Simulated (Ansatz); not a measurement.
The system is BiS.

```xyz
2
Lattice="4.0029 0.0000 0.0000 0.0000 4.0029 0.0000 0.0000 0.0000 4.0029" Properties=species:S:1:pos:R:3 pbc="T T T"
Bi    2.0015    2.0015    2.0015
S     0.0000    0.0000    0.0000
```

The cell was built by a generator and needn't be a form met in nature.

Base run:

| Property | Result |
| --- | --- |
| Program | Ansatz 0.2.0 |
| Functional | r2SCAN |
| Potentials or basis | Ansatz PAW |
| Cutoff | 500 eV |
| Density cutoff | 2000 eV |
| k mesh | 7 × 7 × 7 |
| Occupations | fermi-dirac, width 0.05 eV |
| Spin | no spin polarisation |

Its results: band gap on the k mesh none (metal or under the smearing width); pressure -11.9 GPa.

Problem. The run is repeated on the same cell with these changes: functional from r2SCAN to PBE; cutoff from 500 eV to 420 eV; density cutoff from 2000 eV to 1680 eV. What comes out?

Solution. Band gap on the k mesh none (metal or under the smearing width); pressure -10.9 GPa.

Caveats: spin-orbit coupling is left out, which moves the levels of the heavy elements; the PAW data sets come from PBE, with cores solved anew for the run's functional, which leaves a small shift of forces and pressure (some runs).

Not every run made on this cell is shown here.
